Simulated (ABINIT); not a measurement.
Runs of ABINIT 10.8.3 (patched build) on Ge3Pd. It takes space group Pm-3m (No. 221, cubic). The conventional cell has a = 4.142 Å, b = 4.142 Å, c = 4.142 Å, α = 90.00°, β = 90.00°, γ = 90.00°. Pd (site symmetry m-3m) has 12 Ge at 2.93 Å as nearest neighbours. Ge (site symmetry 4/mmm) has 4 Pd at 2.93 Å and 8 Ge at 2.93 Å as nearest neighbours. The cell comes from a database or a generator and needn't be the stable form of this composition.

```csv
task,level,potentials or basis,cutoff (eV),fine-grid cutoff,gap on the mesh (eV),pressure (GPa)
band structure,PBEsol,PseudoDojo NC SR PBEsol v0.4.1 standard,1116,-,none,-4.7
band structure,r2SCAN,JTH PAW PBE v2.0,707,1306.15 eV,none,(a)
band structure,PBE,JTH PAW PBE v2.0,599,1197.3 eV,none,-0.5
band structure,LDA,JTH PAW LDA v2.0,599,1197.3 eV,none,-7.4
single point,PBEsol,PseudoDojo NC SR PBEsol v0.4.1 standard,1116,-,none,-4.7
```

Alike in all rows: no spin polarisation; cell as given; k mesh 7 × 7 × 7; smearing fermi-dirac 0.05 eV.

Q: Estimate the missing entries.

A: (a) -2.1.

Caveats: the PAW data sets were made with another functional, which shifts forces and pressure a little (some runs).

A k mesh can miss the band edges, and the runs leave out spin-orbit coupling on Ge, Pd.

A gap of «none» marks a metal or a gap under the smearing width.
